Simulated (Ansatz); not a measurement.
# H₂NSiTe−: one structure at several levels

The task here is to estimate one member of a computed series from the others.

Method: single points in def2-TZVPPD; program: Ansatz 0.2.0, Gaussian basis.

Cores are frozen in the correlated methods. Filled d shells of the heavier atoms are correlated. Core potentials replace the inner electrons past krypton, and spin-orbit coupling is left out.

### Where the work starts

SMILES `[N-]1[SiH2][Te]1`, 5 atoms, charge -1, spin multiplicity 1.

Atoms are counted from 1 here; the program's logs count them from 0.

Bond lengths: N1–Si2 1.586 Å, N1–Te3 2.132 Å, Si2–Te3 2.505 Å, Si2–H4 1.499 Å, Si2–H5 1.540 Å. Angles: Si2–N1–Te3 83.4°, N1–Si2–Te3 57.7°, N1–Si2–H4 123.0°, N1–Si2–H5 126.7°, Te3–Si2–H4 111.5°, Te3–Si2–H5 113.1°, H4–Si2–H5 109.4°, N1–Te3–Si2 39.0°.

Geometry (Å):

```
N     0.8304   -1.0629    0.2299
Si    0.1238    0.2322   -0.3520
Te   -0.8497   -1.0880    1.5417
H    -0.7678    0.2039   -1.5562
H     0.4278    1.6947    0.0245
```

The first run:

run/in.yaml reads:

```yaml
crystal:
  periodic: [false, false, false]
  atoms:
    - {symbol: N, position_ang: [0.830400, -1.062900, 0.229900]}
    - {symbol: Si, position_ang: [0.123800, 0.232200, -0.352000]}
    - {symbol: Te, position_ang: [-0.849700, -1.088000, 1.541700]}
    - {symbol: H, position_ang: [-0.767800, 0.203900, -1.556200]}
    - {symbol: H, position_ang: [0.427800, 1.694700, 0.024500]}
basis:
  gaussian: {orbitals: "def2-TZVPPD.json"}
total_charge: -1
correlation: {method: ccsd_t}
output: {forces: true}
```

The basis file named in the input lies beside it (Basis Set Exchange, JSON).

No record of the launch command was kept for these runs.

Among the steps run: CCSD(T)/def2-TZVPPD; PBE0-D4/def2-TZVPPD; wB97M-V/def2-TZVPPD; r2SCAN-D4/def2-TZVPPD; PBE-D4/def2-TZVPPD; revPBE-D4/def2-TZVPPD; wB97X-V/def2-TZVPPD.

One of the session's tables, all rows but one given; the rest of the session is left out.

```
   method  RMS force component (eV/Å)  angle to CCSD(T) forces (°)
  CCSD(T)                       1.370                    reference
  PBE0-D4                           ?                            ?
  wB97M-V                       1.098                          4.2
r2SCAN-D4                       1.250                          2.7
   PBE-D4                       1.379                          5.6
revPBE-D4                       1.436                          6.2
  wB97X-V                       1.105                          6.8
```

Q: Estimate the row for PBE0-D4 from the others.

**Answer.** RMS force component (eV/Å): 1.170; angle to CCSD(T) forces (°): 4.7. In the column «RMS force component (eV/Å)» it lies between wB97X-V (1.105) and r2SCAN-D4 (1.250).
